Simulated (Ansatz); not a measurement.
# Pr4Hg: the cost of one run

Computed with Ansatz 0.2.0 (DFT PBE, scalar-relativistic, plane waves, PAW; 4f electrons in the core of a trivalent norm-conserving potential, unless a step names another level, unless a step's input says otherwise).

2 further runs of the same task are left out: 1 that didn't finish, 1 set aside as unsound or not needed. Runs told in other sessions of the task aren't counted.

## 1. The starting structure

It takes space group P-3m1 (No. 164, trigonal). The conventional cell has a = 3.767 Å, b = 3.767 Å, c = 13.985 Å, α = 90.00°, β = 90.00°, γ = 120.00°. Pr (site symmetry 3m) is surrounded by 3 Hg at 3.30 Å and 9 Pr at 3.68 to 3.77 Å. Pr (site symmetry 3m) has 12 Pr at 3.68 to 3.77 Å in its first shell of neighbours. Hg (site symmetry -3m) is surrounded by 6 Pr at 3.30 Å and 6 Hg at 3.77 Å.

As a file:

```
Pr Hg
1.0
     3.76684    0.00000    0.00000
    -1.88342    3.26218    0.00000
     0.00000    0.00000   13.98459
Pr Hg
4 1
Direct
  0.33333 0.66667 0.82255
  0.33333 0.66667 0.39011
  0.66667 0.33333 0.17745
  0.66667 0.33333 0.60989
  0.00000 0.00000 0.00000
```

It came out lowest among 17 distinct ends of the trial cells. At a tolerance of 0.05 Å it has space group P-3m1 (No. 164).

## 2. A stricter relaxation, on the response runs' mesh and smearing

input.yaml reads:

```yaml
crystal:
  lattice:
    - [3.7668408021, 0.0, 0.0]
    - [-1.883420401, 3.2621798267, 0.0]
    - [0.0, 0.0, 13.9845851647]
  atoms:
    - { symbol: Pr, position: [0.3333333333, 0.6666666667, 0.8225544383] }
    - { symbol: Pr, position: [0.3333333333, 0.6666666667, 0.3901076878] }
    - { symbol: Pr, position: [0.6666666667, 0.3333333333, 0.1774455617] }
    - { symbol: Pr, position: [0.6666666667, 0.3333333333, 0.6098923122] }
    - { symbol: Hg, position: [0.0, 0.0, 0.0] }
basis:
  ecutwfc: 660
kpoints:
  mp_grid: { grid: [12, 12, 4] }
hamiltonian:
  xc: pbe
  pseudopotentials:
    kind: paw
    azcp: { Pr: "pseudopotentials/pbe/nc/lanthanide_3plus/Pr.nc.azcp" }
scf:
  occupations: { method: gaussian, width: 0.1 }
output:
  forces: true
  stress: true
  eigenvalues: true
relax:
  adjacent_minimum: "off"
  f_tol: 0.001
  max_steps: 60
  cell: { stress_tol: 0.01 }
```

Command:

```bash
ansatz run input.yaml --threads 3 --pin off --max-ram 8448MiB --backend cpu --events-out ev --progress --plain --runs-dir out
```

What time and memory should one allow on 3 threads of Intel Xeon 6975P-C (Granite Rapids), shared host?

About 41 s, with a peak of 1.1 GiB.
